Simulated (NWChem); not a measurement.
# BPH6 (SMILES [BH3-][PH3+]): BP86/jorge-TZP

What is the electronic atomisation energy of BPH6 at BP86/jorge-TZP? 

Program for the calculation: NWChem 7.3.0.

**1. The molecule**

BPH6 has 8 atoms, charge 0, and is taken as a singlet. As SMILES, `[BH3-][PH3+]`. The shape is that of a PBE0-D4/def2-TZVP optimisation.

Bond lengths: B1–P2 1.910 Å, B1–H3 1.209 Å, B1–H4 1.209 Å, B1–H5 1.209 Å, P2–H6 1.408 Å, P2–H7 1.409 Å, P2–H8 1.408 Å. Some angles: B1–P2–H6 118.0°, B1–P2–H7 118.1°, B1–P2–H8 118.0°, P2–B1–H3 103.8°, P2–B1–H4 103.8°, P2–B1–H5 103.8°, H6–P2–H7 99.7°, H6–P2–H8 99.7°, H7–P2–H8 99.7°, H3–B1–H4 114.5°.

**2. The energy at BP86/jorge-TZP (run 1)**

Contents of bh6p.nw:

```
start bh6p
title "BH6P"
memory stack 880 mb heap 220 mb global 1100 mb
geometry noautosym nocenter noautoz
 B       -0.556100       0.227200      -0.914000
 P        0.433900      -0.181600       0.667700
 H       -1.693400       0.343100      -0.520100
 H       -0.367800      -0.730200      -1.628000
 H       -0.055500       1.254200      -1.309900
 H        0.418800       0.755700       1.718800
 H        1.823100      -0.380300       0.547100
 H        0.089200      -1.345200       1.382600
end
basis spherical bse
 * library jorge-TZP
end
dft
 xc becke88 perdew86
 grid fine
 convergence energy 1e-08
 iterations 100
 mulliken
 noprint "final vectors analysis"
end
task dft energy
```

Started as:

```sh
nwchem bh6p.nw > bh6p.out
```

The log of the run:

```text
[...]
          Wavefunction type:  closed shell.
          No. of atoms     :     8
          No. of electrons :    26
[...]
          Charge           :     0
          Spin multiplicity:     1
[...]
          AO basis - number of functions:   155
[...]
              XC Information
              --------------
                    Becke 1988 Exchange Functional  1.000
                Perdew 1981 Correlation Functional  1.000 local
                Perdew 1986 Correlation Functional  1.000 non-local
[...]
 d= 0,ls=0.0,diis     1   -369.7901839122 -4.29D+02  4.94D-03  3.08D+00     3.9
[...]
 d= 0,ls=0.0,diis     8   -369.8402713378 -1.95D-09  1.74D-06  1.71D-07    28.3
         Total DFT energy =     -369.840271337826
      One electron energy =     -626.310677914117
           Coulomb energy =      226.480141168665
    Exchange-Corr. energy =      -29.554256061567
 Nuclear repulsion energy =       59.544521469194
[...]
      Total Density - Mulliken Population Analysis
     ---------------------------------------------
    Atom       Charge   Shell Charges
 -----------   ------   -------------------------------------------------------
    1 B    5     5.31   1.39  0.41  0.21  0.64  0.37  1.11  0.68  0.44  0.03  0.03  0.00
    2 P   15    14.95   0.18  0.52  0.88  0.37  1.00  0.99  0.83  0.72  5.04  0.88  0.88  1.91  0.47  0.09  0.19  0.01
    3 H    1     0.99   0.25  0.49  0.22  0.01  0.01  0.00
    4 H    1     0.99   0.25  0.49  0.22  0.01  0.01  0.00
    5 H    1     0.99   0.25  0.49  0.22  0.01  0.01  0.00
    6 H    1     0.93   0.25  0.50  0.16  0.02  0.01  0.00
    7 H    1     0.93   0.25  0.50  0.16  0.02  0.01  0.00
    8 H    1     0.93   0.25  0.50  0.16  0.02  0.01  0.00
[...]
```

It took 29 s on 1 thread of Intel Xeon 6975P-C (Granite Rapids), shared host; peak memory 0.12 GiB.

**3. The B atom (run 2)**

Contents of b.nw:

```
start b
title "B"
memory stack 880 mb heap 220 mb global 1100 mb
charge 0

geometry units angstroms noautosym nocenter noautoz
 B        0.000000       0.000000       0.000000
end

basis spherical bse
 B library jorge-TZP
end

dft
 xc becke88 perdew86
 mult 2
 grid fine
 convergence energy 1e-08
 maxiter 100
 mulliken
 noprint "final vectors analysis"
end

task dft energy
```

Run the same way, it converges to -24.64892 Eh (log not shown).

Run 3 isn't shown in full; the table further down has it.

**4. The P atom (run 4)**

Contents of test.nw:

```
start test
memory total 2200 mb
charge 0

geometry units angstroms noautosym nocenter noautoz
P        0.000000       0.000000       0.000000
end

basis spherical bse
* library jorge-TZP
end

dft
xc becke88 perdew86
mult 4
grid fine
convergence energy 1e-08
iterations 100
mulliken
noprint "final vectors analysis"
end

task dft
```

Run the same way, it converges to -341.29551 Eh (log not shown).

**5. All runs side by side**

| run | level | partner | energy (Eh) | wall time |
| --- | --- | --- | --- | --- |
| 1 | BP86/jorge-TZP | base | -369.840271 | 29 s |
| 2 | UBP86/jorge-TZP | atoms | -24.648915 | 0.94 s |
| 3 | UBP86/jorge-TZP | atoms | -0.499856 | 0.64 s |
| 4 | UBP86/jorge-TZP | atoms | -341.295508 | 1.3 s |

**6. Outcome**

Level: BP86/jorge-TZP.

| quantity | value |
| --- | --- |
| P atom: total energy | -341.29551 Eh |
| P atom: ⟨S²⟩ | 3.750 |
| electronic atomisation energy | 24.401 eV |

In words: Taking the molecule apart into free atoms costs 24.40 eV (2354 kJ/mol), before zero-point energy and without spin-orbit coupling. All runs together took 32 s, the longest 29 s.
